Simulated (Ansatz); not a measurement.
# Cr (Chromium): the cost of one run

Computed with Ansatz 0.2.0 (DFT LDA, scalar-relativistic, plane waves, PAW, unless a step's input says otherwise).

## Step 1: Starting point

It takes space group Im-3m (No. 229, cubic). The conventional cell has a = 2.788 Å, b = 2.788 Å, c = 2.788 Å, α = 90.00°, β = 90.00°, γ = 90.00°. Cr (site symmetry m-3m) is surrounded by 8 Cr at 2.41 Å.

Coordinates:

```cif
data_structure
_symmetry_space_group_name_H-M 'Im-3m'
_symmetry_Int_Tables_number 229
_cell_length_a 2.7885
_cell_length_b 2.7885
_cell_length_c 2.7885
_cell_angle_alpha 90.000
_cell_angle_beta 90.000
_cell_angle_gamma 90.000
_cell_volume 21.68
loop_
_atom_site_label
_atom_site_type_symbol
_atom_site_symmetry_multiplicity
_atom_site_Wyckoff_symbol
_atom_site_fract_x
_atom_site_fract_y
_atom_site_fract_z
_atom_site_occupancy
Cr1 Cr 2 a 0.00000 0.00000 0.00000 1
```

An earlier run at LDA left this cell at 10.841 Å³/atom and 0.00 GPa (22×22×22 mesh).

## Step 2: Ferromagnetic, larger cell

Contents of input.yaml:

```yaml
crystal:
  lattice:
    - [2.7884647778, 0.0, 0.0]
    - [0.0, 2.7884647778, 0.0]
    - [0.0, 0.0, 2.7884647778]
  atoms:
    - { symbol: Cr, position: [0.0, 0.0, 0.0], spin: 2.0 }
    - { symbol: Cr, position: [0.5, 0.5, 0.5], spin: 2.0 }
basis:
  ecutwfc: 420
  ecutrho_ratio: 4
kpoints:
  mp_grid: { grid: [12, 12, 12] }
hamiltonian:
  xc: lda
scf:
  occupations: { method: gaussian, width: 0.05 }
  lower_state_search: "off"
output:
  forces: true
  stress: true
  eigenvalues: true
  populations: true
magnetization:
  spin_polarized: true
```

Launch:

```console
$ ansatz run input.yaml --threads 1 --pin off --max-ram 2560MiB --backend cpu --events-out ev --progress --plain --runs-dir out
```

**Question.** How long does this run take on 1 thread of Arm Neoverse V2, shared host, and how much memory does it need?

About 6 s, with a peak of 0.31 GiB.
